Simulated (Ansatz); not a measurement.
# MnHg: magnetic states

The task here is to estimate one member of a computed series from the others.

Computed with Ansatz 0.2.0 (DFT PBE, scalar-relativistic, plane waves, PAW, unless a step's input says otherwise).

## The system as given

Symmetry: P4/mmm, No. 123, tetragonal system. The conventional cell has a = 3.288 Å, b = 3.288 Å, c = 3.313 Å, α = 90.00°, β = 90.00°, γ = 90.00°. Around Mn (site symmetry 4/mmm) lie 8 Hg at 2.85 Å. Hg (site symmetry 4/mmm) has 8 Mn at 2.85 Å as nearest neighbours.

Structure file:

```cif
data_structure
_symmetry_space_group_name_H-M 'P 1'
_symmetry_Int_Tables_number 1
_cell_length_a 3.2880
_cell_length_b 3.2880
_cell_length_c 3.3130
_cell_angle_alpha 90.000
_cell_angle_beta 90.000
_cell_angle_gamma 90.000
_cell_volume 35.82
loop_
_atom_site_label
_atom_site_type_symbol
_atom_site_fract_x
_atom_site_fract_y
_atom_site_fract_z
_atom_site_occupancy
Mn1 Mn 0.50000 0.50000 0.50000 1
Hg1 Hg 0.00000 0.00000 0.00000 1
```

Source of the structure: the Crystallography Open Database. It is taken as it stands there.

Set-up of the first run:

input.yaml reads:

```yaml
crystal:
  lattice:
    - [3.288, 0.0, 0.0]
    - [0.0, 3.288, 0.0]
    - [0.0, 0.0, 3.313]
  atoms:
    - { symbol: Mn, position: [0.5, 0.5, 0.5], spin: 4.0 }
    - { symbol: Hg, position: [0.0, 0.0, 0.0] }
basis:
  ecutwfc: 420
kpoints:
  mp_grid: { grid: [6, 6, 6] }
hamiltonian:
  xc: pbe
scf:
  occupations: { method: gaussian, width: 0.1 }
output:
  forces: true
  stress: true
  eigenvalues: true
  populations: true
magnetization:
  spin_polarized: true
```

Started as:

```bash
$ ansatz run input.yaml --threads 1 --pin off --max-ram 2560MiB --backend cpu --events-out ev --progress --plain --runs-dir out
```

Among the steps run: Quick check of gap, pressure and forces; Base run on a denser mesh; Start: no spin polarisation; Magnetic start: ferromagnetic; Start: large parallel starting moments; Magnetic start: antiferromagnetic, doubled cell, propagation vector (0, 0, 1/2); Magnetic start: antiferromagnetic, doubled cell, propagation vector (0, 1/2, 0); Magnetic start: antiferromagnetic, doubled cell, propagation vector (0, 1/2, 1/2); Start: small parallel starting moments.

One table of the session follows, with a row left open; its other results are not shown here.

It belongs to the step «Which state is lowest». 

```
                                                            start  energy above the lowest (meV/atom)  pressure (GPa)
  antiferromagnetic, doubled cell, propagation vector (0, 0, 1/2)                                0.00             1.5
  antiferromagnetic, doubled cell, propagation vector (0, 1/2, 0)                                0.12             1.5
                                                    ferromagnetic                                22.9             2.0
                                  large parallel starting moments                                22.9             2.0
                                  small parallel starting moments                                22.9             2.0
antiferromagnetic, doubled cell, propagation vector (0, 1/2, 1/2)                                   ?               ?
                                                          no spin                                 718           -14.1
```

**Question.** Estimate the row for antiferromagnetic, doubled cell, propagation vector (0, 1/2, 1/2).

As computed: energy above the lowest (meV/atom): 53.3; pressure (GPa): 2.5. In the column «energy above the lowest (meV/atom)» it lies between small parallel starting moments (22.9) and no spin (718).

To keep in mind: Only these starts were tried, so a lower state is not ruled out.
